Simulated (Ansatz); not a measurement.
**GeCl₂ + H₂: a complex and its separated parts**

The complex below is one end of an elementary step. How strongly is it bound against its free parts?

Computed with Ansatz 0.2.0, Gaussian basis. Level: PBE0-D4/def2-TZVP structures, single points in def2-TZVPP, no counterpoise correction.

Levels: SPW92, PBE-D4, BLYP-D4, r2SCAN-D4, B97M-V, PBE0-D4, B3LYP-D4, r2SCAN0-D4, BHLYP-D4, CAM-B3LYP-D4, wB97X-V, wB97M-V, B2PLYP, PBE-QIDH, RPA on PBE, Hartree-Fock, MP2, CCSD, CCSD(T).

Correlated methods freeze the cores. Filled d shells of the heavier atoms are correlated. B3LYP uses VWN-RPA correlation. B2PLYP carries no dispersion term here.

96 further runs of the same task are left out: 2 that didn't finish, 94 set aside as unsound or not needed.

## Step 1: The system as given

The complex: 5 atoms, charge 0, spin multiplicity 1.

Atoms are counted from 1 here; the program's logs count them from 0.

Bond lengths: Ge1–Cl2 2.183 Å, Ge1–Cl3 2.185 Å, H4–H5 0.748 Å. Angles: Cl2–Ge1–Cl3 100.0°.

Coordinates:

```mol
Cl2GeH2
  3D, bonds by distance, orders not assigned

  5  3  0  0  0  0  0  0  0  0999 V2000
    0.4601   -0.8308    1.0347 Ge  0  0
    2.0776   -0.7485   -0.4288 Cl  0  0
   -1.0541   -1.8871   -0.1332 Cl  0  0
   -1.0295    1.5181   -0.3406 H   0  0
   -0.4541    1.9482   -0.1322 H   0  0
  1  2  8  0
  1  3  8  0
  4  5  8  0
M  END
```

Its parts: GeCl₂ holds atoms 1, 2, 3; H₂ holds atoms 4, 5. Each part counts its atoms afresh in its own runs.

## Step 2: Relaxing GeCl₂ alone

File relax-a/in.yaml:

```yaml
crystal:
  periodic: [false, false, false]
  atoms:
    - {symbol: Ge, position_ang: [0.460116, -0.830786, 1.034724]}
    - {symbol: Cl, position_ang: [2.077637, -0.748505, -0.428781]}
    - {symbol: Cl, position_ang: [-1.054132, -1.887098, -0.133248]}
basis:
  gaussian: {orbitals: def2-TZVP}
hamiltonian: {xc: pbe0, dispersion: d4}
relax: {f_tol: 0.005, max_steps: 200}
```

The run is started by

```
> ansatz run in.yaml --threads 2 --pin off --events-out ev --progress --plain --max-ram 4352MiB
```

The runs that follow: Relaxing H₂ alone; SPW92/def2-TZVPP; PBE-D4/def2-TZVPP; BLYP-D4/def2-TZVPP; r2SCAN-D4/def2-TZVPP; B97M-V/def2-TZVPP; PBE0-D4/def2-TZVPP; B3LYP-D4/def2-TZVPP; r2SCAN0-D4/def2-TZVPP; BHLYP-D4/def2-TZVPP; CAM-B3LYP-D4/def2-TZVPP; wB97X-V/def2-TZVPP; wB97M-V/def2-TZVPP; B2PLYP/def2-TZVPP; PBE-QIDH/def2-TZVPP; RPA on PBE/def2-TZVPP; CCSD(T)/def2-TZVPP; Vibrations of GeCl₂; Vibrations of H₂.

What does the calculation give? Wanted: complex less parts, CCSD(T)/def2-TZVPP; with zero-point energy; largest T1 diagnostic.

The runs gave:

| quantity | value |
| --- | --- |
| complex less parts, CCSD(T)/def2-TZVPP | -2.58 kJ/mol |
| with zero-point energy | +1.17 kJ/mol |
| largest T1 diagnostic | 0.013 |

What this shows: At CCSD(T) the complex lies 2.58 kJ/mol below its parts. The functionals run from PBE-QIDH, off by 0.00 kJ/mol, to SPW92, off by -5.43 kJ/mol, against CCSD(T). Mean unsigned error by rung: LDA 5.43, GGA 1.10, meta-GGA 0.67, hybrid 1.22, range-separated hybrid 1.26, double hybrid 0.93 kJ/mol. PBE-D4 gives a relative energy 2.10 kJ/mol too low, an error of 81 % of the reference. No counterpoise was applied, and triple zeta lacks some correlation, so the CCSD(T) reference has a basis error of its own, and close matches with it are partly luck.
